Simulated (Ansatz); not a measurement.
# Si: response to strain

Aim: deform Si (equal xy, yz and zx engineering shear strains of +2 %) and compute stress, forces and field gradients with LAPW, PAW and all-electron datasets made for the crystal.

Method: DFT LDA, scalar-relativistic, in Ansatz 0.2.0.

## 1. Starting point

The structure is cubic, space group Fd-3m (No. 227). Conventional cell: a = 5.431 Å, b = 5.431 Å, c = 5.431 Å, α = 90.00°, β = 90.00°, γ = 90.00°. Si (site symmetry -43m) has 4 Si at 2.35 Å as nearest neighbours.

As a file:

```
CELL_PARAMETERS angstrom
0.00000 2.71547 2.71547
2.71547 0.00000 2.71547
2.71547 2.71547 0.00000
ATOMIC_POSITIONS crystal
Si 0.50000 0.50000 0.50000
Si 0.75000 0.75000 0.75000
```

Atoms are numbered in the order of the input: Si1, Si2.

## 2. The deformed structure

Space group Fd-3m before, R-3m after.

## 3. LAPW, all electrons

input.yaml

```yaml
crystal:
  lattice:
    - [0.0543094, 2.7426247, 2.7426247]
    - [2.7426247, 0.0543094, 2.7426247]
    - [2.7426247, 2.7426247, 0.0543094]
  atoms:
    - { symbol: Si, position: [0.5, 0.5, 0.5] }
    - { symbol: Si, position: [0.75, 0.75, 0.75] }
kpoints:
  mp_grid: { grid: [12, 12, 12] }
  band_path:
    path:
      - [0.0, 0.0, 0.0]
      - [0.5, 0.5, 0.5]
      - [0.2451701269, 0.5, 0.7548298731]
      - [-0.2451701269, 0.2451701269, 0.5]
      - [0.0, 0.0, 0.5]
      - [0.0, 0.0, 0.0]
      - [-0.3725850634, 0.0, 0.3725850634]
      - [0.0, 0.3725850634, 0.6274149366]
      - [0.0, 0.5, 0.5]
    npoints: 5
scf:
  occupations: { method: fermi_dirac, width: 0.08 }
hamiltonian:
  xc: lda
  pseudopotentials: { kind: all_electron, lapw: { basis_error: 0.00025 } }
output:
  forces: true
  stress: true
  eigenvalues: true
```

Command:

```sh
> ansatz run input.yaml --threads 1 --pin off --max-ram 3072MiB --backend cpu --events-out ev --progress --plain --runs-dir out
```

Standard output, shortened:

```text
LAPW: plane waves up to 8.473 Å⁻¹, error target 2.5e-4 eV per atom; small_component_spin mean_spin; Si in spheres of 1.168 Å, 12 of its electrons in bands, Dirac shells []
[...]
Pseudopotentials: kind: all_electron
Pseudopotential: Si, LAPW, valence charge 12, Koelling and Harmon's equation, gaussian nucleus
Functional definition: SPW92
[...]
Crystal: 2 atoms, lattice volume = 40.035 Å³
Basis set: ecut = 273.5000867574646 eV, 411 PW (Γ), exchange–correlation at level 2
Bands: 16, of which v1, the nominal top of the filled ones, is band 12 counted from 1 (11 counted from 0)
Symmetry: 12 space group operations
Space group: R-3m (ITA 166), of the structure as read, at distance tolerance 3.4e-5 Å
k-points: 189 of 1728
[...]
SCF iter   1: F=—  HF=-15730.590386 eV  |F-HF|=—  |Δ(HF+E_count)|=         —  Δρ=4.28e-2  dr2=7.82e-1  ethr=3.25e-3  ⟨swp⟩=2.0  Hψ=21611  notcnv=0
[...]
the basis was enlarged: its passes take 179.2 KiB over the memory plan, 1 of 1 planned eigensolver slots
SCF iter   5: F=-15730.350585 eV  HF=-15730.350585 eV  |F-HF|=2.86e-10  |Δ(HF+E_count)|=   1.79e-6  Δρ=1.44e-5  dr2=8.36e-8  ethr=1.98e-8  ⟨swp⟩=2.7  Hψ=7958  notcnv=0
[...]
NSCF: frozen V_eff on 41 k-points
SCF converged after 5 iterations
Free energy (F): -15730.350585 eV
[...]
E sigma→0 (E₀):  -15730.350314 eV
Entropy (-TS):   -0.000541 eV (-0.271 meV/atom)
Fermi energy:    7.507064 eV
[...]
--- Forces (eV/Å), atoms counted from 1 ---
  atom   1  Si     0.16743197     0.16743197     0.16743197
  atom   2  Si    -0.16743197    -0.16743197    -0.16743197
[...]
--- Stress (GPa, compression-positive) ---
       -1.419274      -1.922780      -1.922780
       -1.922780      -1.419274      -1.922780
       -1.922780      -1.922780      -1.419274
  P = ⅓ Tr σ = -1.4193 GPa (-14.193 kbar)
--- Band table (eV; the first three rows and the last of 189) ---
  k-point 0: bands = ["-125.5840", "-125.5758", "-82.4306", "-82.4268", "-82.4268", "-82.4163", "-82.4080", "-82.4080", "-4.6797", "7.2346", "7.3138", "7.3138", "9.4076", "9.9691", "9.9691", "10.5837"]
[...]
```

Wall time 21 s (1 thread of Arm Neoverse V2, shared host); peak memory 0.46 GiB.

This run gives: pressure -1.42 GPa; gap 0.43 eV; largest force 0.290 eV/Å.

## 4. Frozen-core PAW

input.yaml

```yaml
crystal:
  lattice:
    - [0.0543094, 2.7426247, 2.7426247]
    - [2.7426247, 0.0543094, 2.7426247]
    - [2.7426247, 2.7426247, 0.0543094]
  atoms:
    - { symbol: Si, position: [0.5, 0.5, 0.5] }
    - { symbol: Si, position: [0.75, 0.75, 0.75] }
kpoints:
  mp_grid: { grid: [12, 12, 12] }
scf:
  occupations: { method: fermi_dirac, width: 0.08 }
hamiltonian:
  xc: lda
  pseudopotentials: { kind: paw }
output:
  forces: true
  stress: true
  eigenvalues: true
  efg: { contact_densities: true }
```

Command:

```sh
> ansatz run input.yaml --threads 1 --pin off --max-ram 3072MiB --backend cpu --events-out ev --progress --plain --runs-dir out
```

Standard output, shortened:

```text
[...]
Pseudopotentials: kind: paw
Pseudopotential: Si, paw, valence charge 4, recommended cutoff 420 eV (normal)
[... 1 set-up line as earlier in the session ...]
[...]
Crystal: 2 atoms, lattice volume = 40.035 Å³
Basis set: ecut = 420 eV, 779 PW (Γ)
Bands: 8, of which v1, the nominal top of the filled ones, is band 4 counted from 1 (3 counted from 0)
[... 2 set-up lines as earlier in the session ...]
k-points: 189 of 1728
[...]
SCF iter   1: F=—  HF=-1217.279969 eV  |F-HF|=—  |Δ(HF+E_count)|=         —  Δρ=4.25e-3  dr2=4.27e-3  ethr=1.77e-3  ⟨swp⟩=5.9  Hψ=13287  notcnv=0
[...]
SCF iter   6: F=-1217.279221 eV  HF=-1217.279221 eV  |F-HF|=8.55e-11  |Δ(HF+E_count)|=   7.85e-9  Δρ=4.29e-7  dr2=1.20e-10  ethr=3.31e-10  ⟨swp⟩=2.1  Hψ=5506  notcnv=0
[...]
SCF converged after 6 iterations
Free energy (F): -1217.279221 eV
[...]
E sigma→0 (E₀):  -1217.278946 eV
Entropy (-TS):   -0.000550 eV (-0.275 meV/atom)
Fermi energy:    6.269632 eV
[...]
--- Forces (eV/Å), atoms counted from 1 ---
  atom   1  Si     0.16753061     0.16753061     0.16753061
  atom   2  Si    -0.16753061    -0.16753061    -0.16753061
[...]
--- Stress (GPa, compression-positive) ---
       -1.363889      -1.923968      -1.923968
       -1.923968      -1.363889      -1.923968
       -1.923968      -1.923968      -1.363889
  P = ⅓ Tr σ = -1.3639 GPa (-13.639 kbar)
--- PAW observables at the nuclei: V_zz in 10²¹ V/m², potentials from the cell's mean, atoms counted from 1 ---
  atom   1  Si V_zz =    +0.783495   η = 0.0000   by run symmetry: allowed
            electrostatic potential = -1358.742303 V   contact ρ = 12692.141233 e/Å³
  atom   2  Si V_zz =    +0.783495   η = 0.0000   by run symmetry: allowed
            electrostatic potential = -1358.742303 V   contact ρ = 12692.141233 e/Å³
--- Band table (eV; the first three rows and the last of 189) ---
  k-point 0: bands = ["-5.9165", "5.9980", "6.0781", "6.0781", "8.1698", "8.7310", "8.7310", "9.3478"]
[...]
```

Wall time 3.3 s (1 thread of Arm Neoverse V2, shared host); peak memory 0.34 GiB.

Result: pressure -1.36 GPa; gap on the k mesh 0.43 eV; largest force 0.290 eV/Å; Vzz Si1 0.78 (η = 0.00) (10²¹ V/m²).

## 5. All-electron PAW on datasets made for the crystal

Changes to input.yaml since step 4:

```diff
@@ -14,3 +14,3 @@
   xc: lda
-  pseudopotentials: { kind: paw }
+  pseudopotentials: { kind: all_electron, datasets: crystal }
 output:
```

Command:

```sh
> ansatz run input.yaml --threads 1 --pin off --max-ram 3072MiB --backend cpu --events-out ev --progress --plain --runs-dir out
```

Standard output, shortened:

```text
[...]
band count auto-derived: 9 (N_el = 8.0; filled up to band 4; 8 by the electrons, moments and atoms)
[...]
[... 1 set-up line as earlier in the session ...]
Pseudopotential: Si, paw, valence charge 4, recommended cutoff 180 eV (normal), Koelling and Harmon's equation, gaussian nucleus
[... 1 set-up line as earlier in the session ...]
[...]
Crystal: 2 atoms, lattice volume = 40.035 Å³
Basis set: ecut = 180 eV, 211 PW (Γ)
Bands: 9, of which v1, the nominal top of the filled ones, is band 4 counted from 1 (3 counted from 0)
[... 2 set-up lines as earlier in the session ...]
k-points: 189 of 1728
[...]
SCF iter   1: F=—  HF=-15730.577026 eV  |F-HF|=—  |Δ(HF+E_count)|=         —  Δρ=4.59e-2  dr2=8.31e-1  ethr=9.15e-3  ⟨swp⟩=3.1  Hψ=11520  notcnv=0
[...]
--- Forces (eV/Å), atoms counted from 1 ---
  atom   1  Si     0.16744567     0.16744567     0.16744567
  atom   2  Si    -0.16744567    -0.16744567    -0.16744567
[...]
--- Stress (GPa, compression-positive) ---
       -1.419689      -1.923307      -1.923307
       -1.923307      -1.419689      -1.923307
       -1.923307      -1.923307      -1.419689
  P = ⅓ Tr σ = -1.4197 GPa (-14.197 kbar)
--- PAW observables at the nuclei: V_zz in 10²¹ V/m², potentials from the cell's mean, atoms counted from 1 ---
  atom   1  Si V_zz =    +0.772362   η = 0.0000   by run symmetry: allowed
            electrostatic potential = -1355.448108 V   contact ρ = 12700.940903 e/Å³
  atom   2  Si V_zz =    +0.772362   η = 0.0000   by run symmetry: allowed
            electrostatic potential = -1355.448108 V   contact ρ = 12700.940903 e/Å³
--- Band table (eV; the first three rows and the last of 189) ---
  k-point 0: bands = ["-4.6796", "7.2347", "7.3140", "7.3140", "9.4077", "9.9692", "9.9692"]
[...]
```

Run time: 5.9 s. Hardware: 1 thread of Arm Neoverse V2, shared host; peak memory 0.32 GiB.

Read from it: pressure -1.42 GPa; gap on the k mesh 0.43 eV; largest force 0.290 eV/Å; Vzz Si1 0.77 (η = 0.00) (10²¹ V/m²).

## 6. Stress and forces compared

Stress (GPa, compression positive):

```csv
method,xx,yy,zz,yz,xz,xy
LAPW,-1.42,-1.42,-1.42,-1.92,-1.92,-1.92
PAW,-1.36,-1.36,-1.36,-1.92,-1.92,-1.92
crystal datasets,-1.42,-1.42,-1.42,-1.92,-1.92,-1.92
```

Forces (eV/Å):

| atom | LAPW x | LAPW y | LAPW z | PAW x | PAW y | PAW z | crystal datasets x | crystal datasets y | crystal datasets z |
| --- | --- | --- | --- | --- | --- | --- | --- | --- | --- |
| Si1 | 0.167 | 0.167 | 0.167 | 0.168 | 0.168 | 0.168 | 0.167 | 0.167 | 0.167 |
| Si2 | -0.167 | -0.167 | -0.167 | -0.168 | -0.168 | -0.168 | -0.167 | -0.167 | -0.167 |

| method | pressure (GPa) | gap on the k mesh (eV) | largest force (eV/Å) | Vzz Si1 (10²¹ V/m²) | SCF cycles, all passes |
| --- | --- | --- | --- | --- | --- |
| LAPW | -1.42 | 0.43 | 0.290 | – | 5 |
| PAW | -1.36 | 0.43 | 0.290 | 0.78 | 6 |
| crystal datasets | -1.42 | 0.43 | 0.290 | 0.77 | 7 |

## 7. Results

```
                                 quantity                                              value
                                 pressure  LAPW -1.42, PAW -1.36, crystal datasets -1.42 GPa
largest shear or deviatoric stress (LAPW)                                           1.92 GPa
```

The largest part of the stress beyond the pressure is 1.92 GPa in size; the atoms are carried along and not relaxed. No run of the undeformed cell stands beside it, so the pressure holds what the given cell had before the change. PAW: stress within 0.06 GPa of LAPW, forces within 1 meV/Å. Crystal datasets: stress within 0.01 GPa of LAPW, forces within 1 meV/Å.
